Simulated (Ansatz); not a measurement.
**TlBi: how the settings move a single-point run**

How sensitive is a single-point run of TlBi to its settings? A reference run comes first, then six runs with altered input. The cell is built on a prototype (NiAs type) and needn't be the phase found in nature.

Method: reference: DFT, PBEsol, plane waves, PAW, in Ansatz 0.2.0.

**1. The starting structure**

It takes space group P6_3/mmc (No. 194, hexagonal). The conventional cell has a = 4.176 Å, b = 4.176 Å, c = 8.585 Å, α = 90.00°, β = 90.00°, γ = 120.00°. Tl (site symmetry -3m) has 6 Bi at 3.23 Å as nearest neighbours. Bi (site symmetry -6m2) has 6 Tl at 3.23 Å as nearest neighbours.

As a file:

```
Tl Bi
1.0
     4.17565    0.00000    0.00000
    -2.08783    3.61622    0.00000
     0.00000    0.00000    8.58523
Tl Bi
2 2
Direct
  0.00000 0.00000 0.00000
  0.00000 0.00000 0.50000
  0.33333 0.66667 0.25000
  0.66667 0.33333 0.75000
```

**2. Reference**

Input file input.yaml:

```yaml
crystal:
  lattice:
    - [4.1756547681, 0.0, 0.0]
    - [-2.087827384, 3.6162231066, 0.0]
    - [0.0, 0.0, 8.5852252948]
  atoms:
    - { symbol: Tl, position: [0.0, 0.0, 0.0] }
    - { symbol: Tl, position: [0.0, 0.0, 0.5] }
    - { symbol: Bi, position: [0.3333333333, 0.6666666667, 0.25] }
    - { symbol: Bi, position: [0.6666666667, 0.3333333333, 0.75] }
kpoints:
  mp_grid: { grid: [6, 6, 2] }
hamiltonian:
  xc: pbesol
scf:
  occupations: { method: fermi_dirac, width: 0.02 }
  n_extra_bands: 5
output:
  forces: true
  stress: true
  eigenvalues: true
```

Launch:

```
ansatz run input.yaml --threads 4 --pin off --max-ram 3686MiB --backend cpu --events-out ev --progress --plain --runs-dir out
```

**3. A further run, with the input changed**

input.yaml: that of step 2 with these lines changed.

```diff
@@ -17,2 +17,3 @@
   n_extra_bands: 5
+  max_iter: 99
 output:
@@ -21 +22,4 @@
   eigenvalues: true
+magnetization:
+  spin_polarized: true
+  initial_magnetization: 0.5
```

**5. Variant: ecutwfc 350**

input.yaml: that of step 2 with these lines changed.

```diff
@@ -21 +21,3 @@
   eigenvalues: true
+basis:
+  ecutwfc: 350
```

**6. Changed: ecutwfc 600**

input.yaml: that of step 2 with these lines changed.

```diff
@@ -21 +21,3 @@
   eigenvalues: true
+basis:
+  ecutwfc: 600
```

**7. Changed: dispersion d4**

input.yaml: that of step 2 with these lines changed.

```diff
@@ -14,2 +14,3 @@
   xc: pbesol
+  dispersion: d4
 scf:
```

**8. Changed: occupations.method methfessel_paxton, occupations.width 0.001**

input.yaml: that of step 2 with these lines changed.

```diff
@@ -15,3 +15,3 @@
 scf:
-  occupations: { method: fermi_dirac, width: 0.02 }
+  occupations: { method: methfessel_paxton, width: 0.001 }
   n_extra_bands: 5
```

**9. Variant: occupations.method cold, occupations.width 0.001**

input.yaml: that of step 2 with these lines changed.

```diff
@@ -15,3 +15,3 @@
 scf:
-  occupations: { method: fermi_dirac, width: 0.02 }
+  occupations: { method: cold, width: 0.001 }
   n_extra_bands: 5
```

(Steps that only read results are left out.)

What does the calculation give? Wanted: for each run, ending; energy change; pressure; gap; force.

The runs gave:

```tsv
run	ending	energy change	pressure (GPa)	gap (eV)	force (eV/Å)	cycles	time
reference	converged	0	-1.5	0.00	0.00	6	2 s
1: spin_polarized true, initial_magnetization 0.5	converged	0.0 meV/atom	-1.5	0.00	0.00	14	6.3 s
2: ecutwfc 350	converged	+3.1 meV/atom	-1.5	0.00	0.00	6	1.6 s
3: ecutwfc 600	converged	-1.3 meV/atom	-1.5	0.00	0.00	6	3 s
4: dispersion d4	converged	-247.6 meV/atom (offset of the dispersion model)	-2.7	0.00	0.00	6	2.1 s
5: occupations.method methfessel_paxton, occupations.width 0.001	converged	+0.3 meV/atom (σ→0)	-1.5	0.00	0.00	6	2 s
6: occupations.method cold, occupations.width 0.001	converged	+0.3 meV/atom (σ→0)	-1.5	0.00	0.00	6	2 s
```

Residual by cycle in the longest SCF loop of each run; runs are numbered as in the table. The quantity is the density residual dr2, in eV.

```tsv
cycle	reference	run 1	run 2	run 3	run 4	run 5	run 6
1	0.00598	0.267	0.00605	0.00621	0.00598	0.00605	0.00605
2	9.1e-4	0.135	9.6e-4	9.0e-4	9.1e-4	8.9e-4	8.9e-4
3	4.0e-5	0.0623	4.0e-5	3.9e-5	4.0e-5	4.0e-5	4.0e-5
5	1.5e-7	1.0e-4	1.7e-7	1.7e-7	1.5e-7	1.5e-7	1.5e-7
6	5.1e-9	6.2e-5	5.2e-9	5.5e-9	5.1e-9	4.6e-9	4.5e-9
7	-	8.9e-6	-	-	-	-	-
8	-	2.3e-6	-	-	-	-	-
9	-	1.7e-6	-	-	-	-	-
10	-	3.7e-8	-	-	-	-	-
12	-	7.4e-9	-	-	-	-	-
13	-	1.6e-10	-	-	-	-	-
14	-	5.4e-12	-	-	-	-	-
```

Run 2 ran under the cutoff that the potentials recommend, as the log warns, so basis error is mixed into its values. Of the variants the dearest is «spin_polarized true, initial_magnetization 0.5» (6.3 s), the cheapest «ecutwfc 350» (1.6 s), on a shared host.
